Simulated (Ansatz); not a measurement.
# SrTi: the cost of one run

Computed with Ansatz 0.2.0 (DFT PBE, scalar-relativistic, plane waves, PAW, unless a step's input says otherwise).

The COD cell was measured well above room temperature, so it is larger than a cold one.

### Step 1. The system as given

The structure is cubic, space group Fm-3m (No. 225). Conventional cell: a = 5.763 Å, b = 5.763 Å, c = 5.763 Å, α = 90.00°, β = 90.00°, γ = 90.00°. Sr (site symmetry m-3m) is surrounded by 6 Ti at 2.88 Å. Around Ti (site symmetry m-3m) lie 6 Sr at 2.88 Å.

Structure file:

```cif
data_structure
_symmetry_space_group_name_H-M 'P 1'
_symmetry_Int_Tables_number 1
_cell_length_a 4.0750
_cell_length_b 4.0750
_cell_length_c 4.0750
_cell_angle_alpha 60.000
_cell_angle_beta 60.000
_cell_angle_gamma 60.000
_cell_volume 47.85
loop_
_atom_site_label
_atom_site_type_symbol
_atom_site_fract_x
_atom_site_fract_y
_atom_site_fract_z
_atom_site_occupancy
Sr1 Sr 0.00000 0.00000 0.00000 1
Ti1 Ti 0.50000 0.50000 0.50000 1
```

This is candidate A: rock salt type (Fm-3m, No. 225).

(A quick probe on a coarse mesh, which set the mesh and smearing, is not shown.)

### Step 3. A loose first relaxation (candidate A)

input.yaml

```yaml
crystal:
  lattice:
    - [0.0, 2.8814527439, 2.8814527439]
    - [2.8814527439, 0.0, 2.8814527439]
    - [2.8814527439, 2.8814527439, 0.0]
  atoms:
    - { symbol: Sr, position: [0.0, 0.0, 0.0] }
    - { symbol: Ti, position: [0.5, 0.5, 0.5] }
basis:
  ecutwfc: 420
kpoints:
  mp_grid: { grid: [6, 6, 6] }
hamiltonian:
  xc: pbe
scf:
  occupations: { method: gaussian, width: 0.1 }
  lower_state_search: "off"
output:
  forces: true
  stress: true
  eigenvalues: true
relax:
  adjacent_minimum: "off"
  f_tol: 0.04
  max_steps: 70
  cell: { stress_tol: 0.4 }
```

Started as:

```sh
ansatz run input.yaml --threads 1 --pin off --max-ram 2560MiB --backend cpu --events-out ev --progress --plain --runs-dir out
```

What time and memory should one allow on 1 thread of Arm Neoverse V1, shared host?

About 8.6 s, with a peak of 0.32 GiB.
